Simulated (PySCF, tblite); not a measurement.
# C4H9AlFN: geometry, infrared bands and NMR shifts

Wanted: the infrared bands and NMR shifts of C4H9AlFN (`C=[C]([AlH][F])N(C)C`), by calculation.

The runs use tblite 0.8.0 and PySCF 2.14.0, with density-fitted response routines of our own; the level of theory stands in each step. All values are computed, except where a source is named. Atoms count from 0, in the outputs and in this text.

## 1. The starting structure

16 atoms, charge 0, multiplicity 1; geometry from: force field or distance geometry start.

Bonds of the start (Å): C0–C1 1.32, C1–Al2 1.99, Al2–F3 1.79, C1–N4 1.42, N4–C5 1.47, N4–C6 1.44, C0–H7 1.10, C0–H8 1.07, Al2–H9 1.58, C5–H10 1.11, C5–H11 1.10, C5–H12 1.08, C6–H13 1.12, C6–H14 1.12, C6–H15 1.10.

## 2. Geometry optimisation with GFN2-xTB

What the job is given:

```
{"job": {"kind": "relax", "xc": "GFN2-xTB", "basis": "xTB"}, "charge": 0, "multiplicity": 1}
C      0.944500     1.679500    -0.310700
C      0.719500     0.409500    -0.023700
Al     2.240500    -0.791600     0.429000
F      3.633300    -0.863500    -0.690000
N     -0.605300    -0.109800    -0.006800
C     -0.979300    -1.050000    -1.078600
C     -1.595700     0.260800     0.977800
H      1.997800     1.997000    -0.281100
H      0.156500     2.356000    -0.551300
H      2.443200    -1.216300     1.941000
H     -1.697700    -0.467600    -1.699600
H     -1.539500    -1.861900    -0.595400
H     -0.077700    -1.328700    -1.606700
H     -2.306300    -0.609800     1.000800
H     -2.176800     1.105700     0.517500
H     -1.164600     0.499600     1.966400
```

Launch:

```console
$ OMP_NUM_THREADS=1 python probes_run.py task.json out
```

The driver reads the jobs from task.json and runs them one after another.

**Question.** This job is followed by: GFN2-xTB harmonic vibrations, gas phase; GIAO PBE0/pcSseg-1 NMR shielding, non-relativistic, gas phase. Predict these results of the whole session: strongest single infrared mode (GFN2-xTB); zero-point energy (GFN2-xTB); ¹³C shifts against TMS (PBE0/pcSseg-1, means over atoms taken as alike); ¹H shifts against TMS (PBE0/pcSseg-1, means over atoms taken as alike); ²⁷Al shifts against AlH4- (PBE0/pcSseg-1); ¹⁹F shifts against CFCl3 (PBE0/pcSseg-1); ¹⁵N shifts against NH3 (PBE0/pcSseg-1); surface potential, 1st and 99th percentile.

The runs gave:

| quantity | value |
| --- | --- |
| strongest single infrared mode (GFN2-xTB) | 1829 cm⁻¹, 402 km/mol |
| zero-point energy (GFN2-xTB) | 75.3 kcal/mol |
| ¹³C shifts against TMS (PBE0/pcSseg-1, means over atoms taken as alike) | 163.8, 100.2, 42.3 ppm |
| ¹H shifts against TMS (PBE0/pcSseg-1, means over atoms taken as alike) | 5.01, 4.63, 4.57, 2.82 ppm |
| ²⁷Al shifts against AlH4- (PBE0/pcSseg-1) | 91.6 ppm |
| ¹⁹F shifts against CFCl3 (PBE0/pcSseg-1) | -151.7 ppm |
| ¹⁵N shifts against NH3 (PBE0/pcSseg-1) | 84.9 ppm |
| surface potential, 1st and 99th percentile | -1.48 V and 3.02 V |

**Reading.** Relaxing lowered the energy by 1.213 eV in 134 steps; the close pair that moved most is Al2–F3, from 1.788 to 1.649 Å. All 42 modes are real, so the xTB geometry is a minimum. The strongest single mode, at 1829 cm⁻¹, moves mainly H9. Unscaled tight-binding wavenumbers are off by several per cent, some by more. Its intensities can rank the bands wrongly. C1 (alkene carbon bearing nitrogen) lies farthest downfield among carbon, at 163.8 ppm; an sp2 carbon further deshielded by the attached heteroatom. At PBE0/pcSseg-1: The largest span, 199 ppm, is at C1, where the paramagnetic term is -230 ppm. By nearest atom (PBE0/pcSseg-1), the HOMO sits on N4 38 %; C0 28 % and the LUMO on Al2 45 %; H9 13 %.
